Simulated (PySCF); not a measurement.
**How the numerical set-up moves the result for InP (triplet)**

Aim: see how much the energy and properties of InP (triplet) depend on the numerical set-up.

Computed with PySCF 2.14.0. Level: each script names its method and basis.

8 further runs of the same task are left out: 2 for a known fault of the program, 6 that didn't finish.

**1. Where the work starts**

InP (triplet): 2 atoms, charge 0, spin multiplicity 3.

Bond lengths: In1–P2 2.210 Å.

**2. The base run**

Contents of input.py:

```python
from pyscf import gto, scf, mcscf, mrpt

mol = gto.M(
    atom='In 0 0 0; P 0 0 2.21',
    basis='lanl2dz',
    ecp={'In': 'lanl2dz', 'P': 'lanl2dz'},
    charge=0,
    spin=2,
    verbose=4,
)
mf = scf.ROHF(mol)
mf.kernel()
mc = mcscf.CASSCF(mf, 4, 2)
mc.kernel()
mc.analyze()
mrpt.NEVPT(mc).kernel()
mf.dip_moment()
print('orbital energies (hartree):', mf.mo_energy[..., max(0, mol.nelec[1]-3):mol.nelec[0]+3].round(4))
```

Started as:

```bash
OMP_NUM_THREADS=1 python input.py
```

The log of this run is left out.

In short: E(SCF) = -8.063071 Eh, 12 cycles, E(CAS) − E(SCF) = 0.00000 Eh, NEVPT2 = -0.05452 Eh, μ = 2.72 D (of the SCF density).

The bond length is a typed value, not an optimised one. The triplet is typed in the script; nothing here shows that it is the ground state.

**3. Sbkjc**

Edit 1 changes basis set: lanl2dz → sbkjc. The core potential changes with it: totals don't compare.

Contents of input.py:

```python
from pyscf import gto, scf, mcscf, mrpt

mol = gto.M(
    atom='In 0 0 0; P 0 0 2.21',
    basis='sbkjc',
    ecp={'In': 'sbkjc', 'P': 'sbkjc'},
    charge=0,
    spin=2,
    verbose=4,
)
mf = scf.ROHF(mol)
mf.kernel()
mc = mcscf.CASSCF(mf, 4, 2)
mc.kernel()
mc.analyze()
mrpt.NEVPT(mc).kernel()
mf.dip_moment()
print('orbital energies (hartree):', mf.mo_energy[..., max(0, mol.nelec[1]-3):mol.nelec[0]+3].round(4))
```

Started as:

```bash
OMP_NUM_THREADS=1 python input.py
```

**4. Crenbl**

Edit 2 changes basis set: lanl2dz → crenbl. The core potential changes with it: totals don't compare.

Changes to input.py since step 2:

```diff
@@ -4,4 +4,4 @@
     atom='In 0 0 0; P 0 0 2.21',
-    basis='lanl2dz',
-    ecp={'In': 'lanl2dz', 'P': 'lanl2dz'},
+    basis='crenbl',
+    ecp={'In': 'crenbl', 'P': 'crenbl'},
     charge=0,
```

**5. Density fitting weigend**

Edit 3 changes density fitting: none → weigend.

Changes to input.py since step 2:

```diff
@@ -11,2 +11,3 @@
 mf = scf.ROHF(mol)
+mf = mf.density_fit(auxbasis='weigend')
 mf.kernel()
```

What does the calculation give? Wanted: for each run, E(SCF); from base; SCF dipole; after the SCF.

The runs gave:

| run | E(SCF) (hartree) | from base (eV) | cycles | SCF dipole (D) | functions | after the SCF |
| --- | --- | --- | --- | --- | --- | --- |
| base | -8.063071 | 0 | 12 | 2.72 | 16 | NEVPT2 correlation -1.484 eV (from the SCF energy, the CASSCF gain included) |
| sbkjc | -194.536016 | not comparable | 16 | 3.25 | 39 | NEVPT2 correlation -6.538 eV (from the SCF energy, the CASSCF gain included) |
| crenbl | -62.954173 | not comparable | 13 | 2.88 | 48 | NEVPT2 correlation -6.952 eV (from the SCF energy, the CASSCF gain included) |
| density fitting weigend (poor choice) | -8.061589 | not comparable | 12 | 2.73 | 16 | NEVPT2 correlation -1.475 eV (from the SCF energy, the CASSCF gain included) |

Rows marked «poor choice» come from settings spoiled on purpose.
